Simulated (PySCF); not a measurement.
**C3H10BS− (SMILES [BH3-]SCCC): levels of theory compared**

We compute a comparison of 5 runs (HF/STO-3G, B2PLYP/6-31G, B3LYP/6-31G*, B2PLYP/pcseg-1) of C3H10BS−. 

The results are computed with PySCF 2.14.0.

### 1 Starting point

C3H10BS−: 15 atoms, total charge -1, spin state singlet. SMILES: `[BH3-]SCCC`. Geometry: relaxed at GFN2-xTB. This is one conformer, not always the lowest.

Bond lengths: B1–S2 1.951 Å, S2–C3 1.824 Å, C3–C4 1.524 Å, C4–C5 1.522 Å, B1–H6 1.212 Å, B1–H7 1.203 Å, B1–H8 1.212 Å, C3–H9 1.093 Å, C3–H10 1.094 Å, C4–H11 1.098 Å, C4–H12 1.092 Å, C5–H13 1.087 Å, C5–H14 1.090 Å, C5–H15 1.090 Å. Some angles: B1–S2–C3 99.5°, S2–C3–C4 112.7°, C3–C4–C5 111.4°, S2–B1–H6 106.6°, S2–B1–H7 106.4°, S2–B1–H8 108.1°, S2–C3–H9 107.1°, S2–C3–H10 107.3°, C4–C3–H9 110.1°, C4–C3–H10 110.4°.

### 2 Energy and gradient at HF/STO-3G (run 1)

input.py reads:

```python
from pyscf import gto, scf

mol = gto.M(
    atom='''
B     -1.687030     0.867780     1.578780
S     -0.975330     1.363560    -0.169260
C     -0.599770    -0.297540    -0.823280
C      0.724100    -0.848250    -0.306190
C      1.904420    -0.041300    -0.828900
H     -2.607990     0.106750     1.375570
H     -2.051030     1.889590     2.098740
H     -0.798520     0.337200     2.209390
H     -1.421740    -0.953030    -0.525310
H     -0.580810    -0.220110    -1.914220
H      0.825330    -1.901350    -0.600690
H      0.704490    -0.800810     0.784640
H      1.729840     1.008320    -0.605480
H      2.838030    -0.358760    -0.364470
H      1.996010    -0.152050    -1.909330
''',
    charge=-1,
    max_memory=1860,
    verbose=4,
    basis='sto-3g',
)

mf = scf.RHF(mol)
mf.conv_tol = 1e-10
mf.kernel()
if not mf.converged:
    mf = mf.newton().run(mf.mo_coeff, mf.mo_occ)

e_tot = mf.e_tot
print('Final energy', e_tot)
grad = mf.nuc_grad_method().kernel()
mf.analyze()
```

Command:

```sh
OMP_NUM_THREADS=1 python input.py
```

Standard output:

```text
PySCF version 2.14.0

[... 68 lines left out ...]
Final energy -535.5116595426199
[... 16 lines left out ...]
Two-electron Coulomb Energy =          485.024234961162790
[... 6 lines left out ...]
MO #4   energy= -10.8309639361312  occ= 2
[... 4 lines left out ...]
MO #9   energy= -5.94743938817713  occ= 2
[... 4 lines left out ...]
MO #14  energy= -0.432488813151756 occ= 2
[... 4 lines left out ...]
MO #19  energy= -0.283695598387119 occ= 2
[... 4 lines left out ...]
MO #24  energy= -0.0417002141933243 occ= 2
[... 4 lines left out ...]
MO #29  energy= 0.804131052638861  occ= 0
[... 4 lines left out ...]
MO #34  energy= 0.936171128940361  occ= 0
[... 4 lines left out ...]
MO #39  energy= 1.0906074964552    occ= 0
[... 22 lines left out ...]
pop of  3 C 2s            1.02218
pop of  3 C 2px           1.00129
pop of  3 C 2py           0.98656
pop of  3 C 2pz           1.03549
pop of  4 C 1s            1.99978
pop of  4 C 2s            1.01547
pop of  4 C 2px           1.01700
pop of  4 C 2py           1.05192
pop of  4 C 2pz           1.01991
pop of  5 H 1s            1.15435
pop of  6 H 1s            1.14741
pop of  7 H 1s            1.15521
pop of  8 H 1s            0.98868
pop of  9 H 1s            1.01092
pop of  10 H 1s           1.00365
pop of  11 H 1s           0.96529
pop of  12 H 1s           0.95827
pop of  13 H 1s           0.98877
pop of  14 H 1s           0.98665
 ** Mulliken atomic charges  **
charge of    0B =     -0.25054
charge of    1S =     -0.10409
charge of    2C =     -0.13678
charge of    3C =     -0.04531
charge of    4C =     -0.10408
charge of    5H =     -0.15435
charge of    6H =     -0.14741
charge of    7H =     -0.15521
charge of    8H =      0.01132
charge of    9H =     -0.01092
charge of   10H =     -0.00365
charge of   11H =      0.03471
charge of   12H =      0.04173
charge of   13H =      0.01123
charge of   14H =      0.01335

WARN: System has nonzero charge -1; the dipole moment is origin-dependent.
Location of origin: [0. 0. 0.]

Dipole moment(X, Y, Z, Debye):  6.47083, -4.26851, -4.67743
```

It took 7.8 s on 1 thread of Intel Xeon at 2.50GHz (Skylake/Cascade Lake), shared host; peak memory 0.12 GiB.

### 3 A single-point energy at B2PLYP/6-31G (run 2)

run.py reads:

```python
from pyscf import gto, dft, mp

mol = gto.Mole()
mol.atom = '''
B       -1.687030       0.867780       1.578780
S       -0.975330       1.363560      -0.169260
C       -0.599770      -0.297540      -0.823280
C        0.724100      -0.848250      -0.306190
C        1.904420      -0.041300      -0.828900
H       -2.607990       0.106750       1.375570
H       -2.051030       1.889590       2.098740
H       -0.798520       0.337200       2.209390
H       -1.421740      -0.953030      -0.525310
H       -0.580810      -0.220110      -1.914220
H        0.825330      -1.901350      -0.600690
H        0.704490      -0.800810       0.784640
H        1.729840       1.008320      -0.605480
H        2.838030      -0.358760      -0.364470
H        1.996010      -0.152050      -1.909330
'''
mol.basis = '6-31g'
mol.charge = -1
mol.max_memory = 1860
mol.spin = 0
mol.verbose = 3
mol.build()

mf = dft.RKS(mol)
mf.xc = '0.53*HF + 0.47*B88, 0.73*LYP'
mf.conv_tol = 1e-10
mf.grids.level = 5
mf.kernel()
if not mf.converged:
    mf = mf.newton().run(mf.mo_coeff, mf.mo_occ)

pt = mp.MP2(mf, frozen=9).run()
energy = mf.e_tot + 0.27 * pt.e_corr
print('PT2 part  %.8f' % (0.27 * pt.e_corr))
print('E = %.10f Eh' % energy)
dip = mf.dip_moment()
pop, q = mf.mulliken_pop()
```

Command:

```sh
OMP_NUM_THREADS=1 python run.py
```

Standard output:

```text
converged SCF energy = -542.77251090574
E(RMP2) = -543.272614657291  E_corr = -0.500103751551668
E(SCS-RMP2) = -543.283132141218  E_corr = -0.510621235478379
PT2 part  -0.13502801
E = -542.9075389187 Eh

WARN: System has nonzero charge -1; the dipole moment is origin-dependent.
Location of origin: [0. 0. 0.]

Dipole moment(X, Y, Z, Debye):  5.97827, -5.21734, -3.81153
 ** Mulliken pop  **
pop of  0 B 1s            1.99687
pop of  0 B 2s            0.51719
pop of  0 B 3s            0.43653
pop of  0 B 2px           0.54161
pop of  0 B 2py           0.56432
pop of  0 B 2pz           0.43277
pop of  0 B 3px           0.20111
pop of  0 B 3py           0.20622
pop of  0 B 3pz           0.14803
pop of  1 S 1s            1.99969
pop of  1 S 2s            1.99755
pop of  1 S 3s            1.30601
pop of  1 S 4s            0.56650
pop of  1 S 2px           1.99224
pop of  1 S 2py           1.98934
pop of  1 S 2pz           1.99081
pop of  1 S 3px           1.16231
pop of  1 S 3py           0.85648
pop of  1 S 3pz           1.01643
pop of  1 S 4px           0.65516
pop of  1 S 4py           0.25005
pop of  1 S 4pz           0.38985
pop of  2 C 1s            1.99742
pop of  2 C 2s            0.64768
pop of  2 C 3s            0.75186
pop of  2 C 2px           0.70515
pop of  2 C 2py           0.64805
pop of  2 C 2pz           0.69757
pop of  2 C 3px           0.30044
pop of  2 C 3py           0.38717
pop of  2 C 3pz           0.34400
pop of  3 C 1s            1.99749
pop of  3 C 2s            0.65798
pop of  3 C 3s            0.64142
pop of  3 C 2px           0.68681
pop of  3 C 2py           0.68354
pop of  3 C 2pz           0.71877
pop of  3 C 3px           0.22362
pop of  3 C 3py           0.27556
pop of  3 C 3pz           0.35376
pop of  4 C 1s            1.99726
pop of  4 C 2s            0.66265
pop of  4 C 3s            0.66081
pop of  4 C 2px           0.69632
pop of  4 C 2py           0.72445
pop of  4 C 2pz           0.69423
pop of  4 C 3px           0.29157
pop of  4 C 3py           0.36988
pop of  4 C 3pz           0.32078
pop of  5 H 1s            0.52886
pop of  5 H 2s            0.64737
pop of  6 H 1s            0.52915
pop of  6 H 2s            0.64805
pop of  7 H 1s            0.53052
pop of  7 H 2s            0.64076
pop of  8 H 1s            0.53668
pop of  8 H 2s            0.31428
pop of  9 H 1s            0.54272
pop of  9 H 2s            0.34658
pop of  10 H 1s           0.54490
pop of  10 H 2s           0.37479
pop of  11 H 1s           0.53538
pop of  11 H 2s           0.29778
pop of  12 H 1s           0.52867
pop of  12 H 2s           0.28947
pop of  13 H 1s           0.54363
pop of  13 H 2s           0.36381
pop of  14 H 1s           0.54285
pop of  14 H 2s           0.36045
 ** Mulliken atomic charges  **
charge of    0B =     -0.04464
charge of    1S =     -0.17243
charge of    2C =     -0.47935
charge of    3C =     -0.23894
charge of    4C =     -0.41795
charge of    5H =     -0.17622
charge of    6H =     -0.17720
charge of    7H =     -0.17128
charge of    8H =      0.14905
charge of    9H =      0.11070
charge of   10H =      0.08031
charge of   11H =      0.16684
charge of   12H =      0.18185
charge of   13H =      0.09256
charge of   14H =      0.09670
```

Run time: 53 s. Hardware: 1 thread of Intel Xeon at 2.50GHz (Skylake/Cascade Lake), shared host; peak memory 0.38 GiB.

### 4 Energy and forces at B3LYP/6-31G(d) (spherical functions) (run 3)

mol.xyz reads:

```xyz
15

B     -1.687030     0.867780     1.578780
S     -0.975330     1.363560    -0.169260
C     -0.599770    -0.297540    -0.823280
C      0.724100    -0.848250    -0.306190
C      1.904420    -0.041300    -0.828900
H     -2.607990     0.106750     1.375570
H     -2.051030     1.889590     2.098740
H     -0.798520     0.337200     2.209390
H     -1.421740    -0.953030    -0.525310
H     -0.580810    -0.220110    -1.914220
H      0.825330    -1.901350    -0.600690
H      0.704490    -0.800810     0.784640
H      1.729840     1.008320    -0.605480
H      2.838030    -0.358760    -0.364470
H      1.996010    -0.152050    -1.909330
```

input.py reads:

```python
from pyscf import gto, dft

mol = gto.M(
    atom='mol.xyz',
    charge=-1,
    verbose=3,
    max_memory=1860,
    basis='6-31g*',
)

ks = dft.RKS(mol, xc='b3lyp')
ks.conv_tol = 1e-10
ks.grids.level = 5
ks.kernel()
if not ks.converged:
    ks = ks.newton().run(ks.mo_coeff, ks.mo_occ)

e_final = ks.e_tot
print('E(%s) = %.9f' % ('B3LYP', e_final))
grad = ks.nuc_grad_method().kernel()
dip = ks.dip_moment()
pop, q = ks.mulliken_pop()
```

Command:

```sh
OMP_NUM_THREADS=1 python input.py
```

Standard output:

```text
converged SCF energy = -543.42315595678
E(B3LYP) = -543.423155957
--------------- RKS gradients ---------------
         x                y                z
0 B    -0.0019612102     0.0021870152     0.0014890842
1 S     0.0033169889    -0.0101637741     0.0050549609
2 C     0.0023582100    -0.0029752596    -0.0018671544
[... 11 lines of this table left out ...]
14 H    -0.0022175132     0.0001374165     0.0064739475
----------------------------------------------

WARN: System has nonzero charge -1; the dipole moment is origin-dependent.
Location of origin: [0. 0. 0.]

Dipole moment(X, Y, Z, Debye):  5.85363, -4.95201, -3.85092
[... 71 lines left out ...]
pop of  4 C 3dyz          0.00231
pop of  4 C 3dz^2         0.01164
pop of  4 C 3dxz          0.00555
pop of  4 C 3dx2-y2       0.01067
pop of  5 H 1s            0.52124
pop of  5 H 2s            0.62467
pop of  6 H 1s            0.52090
pop of  6 H 2s            0.62788
pop of  7 H 1s            0.52308
pop of  7 H 2s            0.61535
pop of  8 H 1s            0.52968
pop of  8 H 2s            0.33447
pop of  9 H 1s            0.53551
pop of  9 H 2s            0.36678
pop of  10 H 1s           0.53682
pop of  10 H 2s           0.39248
pop of  11 H 1s           0.52769
pop of  11 H 2s           0.31495
pop of  12 H 1s           0.52063
pop of  12 H 2s           0.30219
pop of  13 H 1s           0.53432
pop of  13 H 2s           0.37198
pop of  14 H 1s           0.53378
pop of  14 H 2s           0.36864
 ** Mulliken atomic charges  **
charge of    0B =     -0.12565
charge of    1S =     -0.26189
charge of    2C =     -0.35365
charge of    3C =     -0.22299
charge of    4C =     -0.43278
charge of    5H =     -0.14591
charge of    6H =     -0.14878
charge of    7H =     -0.13843
charge of    8H =      0.13586
charge of    9H =      0.09770
charge of   10H =      0.07070
charge of   11H =      0.15736
charge of   12H =      0.17718
charge of   13H =      0.09371
charge of   14H =      0.09758
```

It took 1.8 min on 1 thread of Intel Xeon at 2.50GHz (Skylake/Cascade Lake), shared host; peak memory 0.97 GiB.

Run 4 isn't shown in full; the table further down has it.

### 5 The energy at B2PLYP/pcseg-1 (run 5)

calc.py reads:

```python
from pyscf import gto, dft, mp

mol = gto.Mole()
mol.atom = [
    ('B', (-1.687030, 0.867780, 1.578780)),
    ('S', (-0.975330, 1.363560, -0.169260)),
    ('C', (-0.599770, -0.297540, -0.823280)),
    ('C', (0.724100, -0.848250, -0.306190)),
    ('C', (1.904420, -0.041300, -0.828900)),
    ('H', (-2.607990, 0.106750, 1.375570)),
    ('H', (-2.051030, 1.889590, 2.098740)),
    ('H', (-0.798520, 0.337200, 2.209390)),
    ('H', (-1.421740, -0.953030, -0.525310)),
    ('H', (-0.580810, -0.220110, -1.914220)),
    ('H', (0.825330, -1.901350, -0.600690)),
    ('H', (0.704490, -0.800810, 0.784640)),
    ('H', (1.729840, 1.008320, -0.605480)),
    ('H', (2.838030, -0.358760, -0.364470)),
    ('H', (1.996010, -0.152050, -1.909330)),
]
mol.verbose = 4
mol.max_memory = 1860
mol.spin = 0
mol.charge = -1
mol.basis = 'pcseg-1'
mol.build()

ks = dft.RKS(mol, xc='0.53*HF + 0.47*B88, 0.73*LYP')
ks.grids.level = 5
ks.conv_tol = 1e-10
ks.kernel()
if not ks.converged:
    ks = ks.newton().run(ks.mo_coeff, ks.mo_occ)

pt = mp.MP2(ks, frozen=9).run()
energy = ks.e_tot + 0.27 * pt.e_corr
print('PT2 part  %.8f' % (0.27 * pt.e_corr))
print('E(%s) = %.9f' % ('B2PLYP', energy))
ks.analyze()
```

Command:

```sh
OMP_NUM_THREADS=1 python calc.py
```

Standard output:

```text
PySCF version 2.14.0

[... 110 lines left out ...]
MO #4   energy= -10.4625996713844  occ= 2
[... 11 lines left out ...]
MO #16  energy= -0.357913688431618 occ= 2
[... 11 lines left out ...]
MO #28  energy= 0.260418543489395  occ= 0
[... 11 lines left out ...]
MO #40  energy= 0.506439642653722  occ= 0
[... 11 lines left out ...]
MO #52  energy= 0.810823295568205  occ= 0
[... 11 lines left out ...]
MO #64  energy= 0.984452622480672  occ= 0
[... 11 lines left out ...]
MO #76  energy= 1.63106261026151   occ= 0
[... 11 lines left out ...]
MO #88  energy= 2.12275573647744   occ= 0
[... 11 lines left out ...]
MO #100 energy= 2.47764695495241   occ= 0
[... 11 lines left out ...]
MO #112 energy= 3.03322719474231   occ= 0
[... 11 lines left out ...]
MO #124 energy= 3.65366461397153   occ= 0
[... 107 lines left out ...]
pop of  11 H 2s           0.00851
pop of  11 H 2px          0.00008
pop of  11 H 2py          0.00008
pop of  11 H 2pz          0.00134
pop of  12 H 1s           0.88287
pop of  12 H 2s           0.01032
pop of  12 H 2px          0.00025
pop of  12 H 2py          0.00120
pop of  12 H 2pz          0.00012
pop of  13 H 1s           0.92736
pop of  13 H 2s           0.00729
pop of  13 H 2px          0.00089
pop of  13 H 2py          0.00019
pop of  13 H 2pz          0.00030
pop of  14 H 1s           0.92906
pop of  14 H 2s           0.00732
pop of  14 H 2px          0.00008
pop of  14 H 2py          0.00011
pop of  14 H 2pz          0.00118
 ** Mulliken atomic charges  **
charge of    0B =     -0.43298
charge of    1S =     -0.23178
charge of    2C =     -0.20001
charge of    3C =     -0.13634
charge of    4C =     -0.27097
charge of    5H =     -0.08634
charge of    6H =     -0.06825
charge of    7H =     -0.08874
charge of    8H =      0.07891
charge of    9H =      0.06275
charge of   10H =      0.04788
charge of   11H =      0.09443
charge of   12H =      0.10523
charge of   13H =      0.06398
charge of   14H =      0.06226

WARN: System has nonzero charge -1; the dipole moment is origin-dependent.
Location of origin: [0. 0. 0.]

Dipole moment(X, Y, Z, Debye):  6.06605, -5.05173, -4.02333
```

Run time: 100 s. Hardware: 1 thread of Intel Xeon at 2.50GHz (Skylake/Cascade Lake), shared host; peak memory 0.72 GiB.

### 6 The series

```
run                               level      task  frozen core orbitals  energy (Eh)  HOMO energy (eV)  LUMO energy (eV)  HOMO–LUMO gap (eV)  wall time
  1                           HF/STO-3G  gradient                     –  -535.511660              0.48             18.93               18.45      7.8 s
  2                        B2PLYP/6-31G    energy                     9  -542.907539             -1.48              7.90                9.38       53 s
  3  B3LYP/6-31G* (spherical functions)  gradient                     –  -543.423156             -0.14              6.42                6.56    1.8 min
  4  B3LYP/6-31G* (Cartesian functions)  gradient                     –  -543.428593             -0.14              6.41                6.55    1.9 min
  5                      B2PLYP/pcseg-1    energy                     9  -543.040706             -1.77              6.06                7.82      100 s
```

### 7 What came out

| quantity | value |
| --- | --- |
| run 5: total energy | -543.04071 Eh |
| run 5: HOMO energy (SCF part's orbitals) | -1.77 eV |
| run 5: LUMO energy (SCF part's orbitals) | 6.06 eV |
| run 5: HOMO–LUMO gap (to an unbound level, set by the basis) | 7.82 eV |

The HOMO–LUMO gap runs from 6.55 eV (B3LYP/6-31G*) to 18.45 eV (HF/STO-3G). The two ends differ in method and basis. The empty levels of an anion lie above zero and hang on the basis. Totals of different functionals can't be ranked against each other. In run 1 the HOMO lies above zero, so the outermost electron may be held by the basis alone. In run 1 the basis is minimal, so the values are rough. All runs together took 6.4 min, the longest 1.9 min.
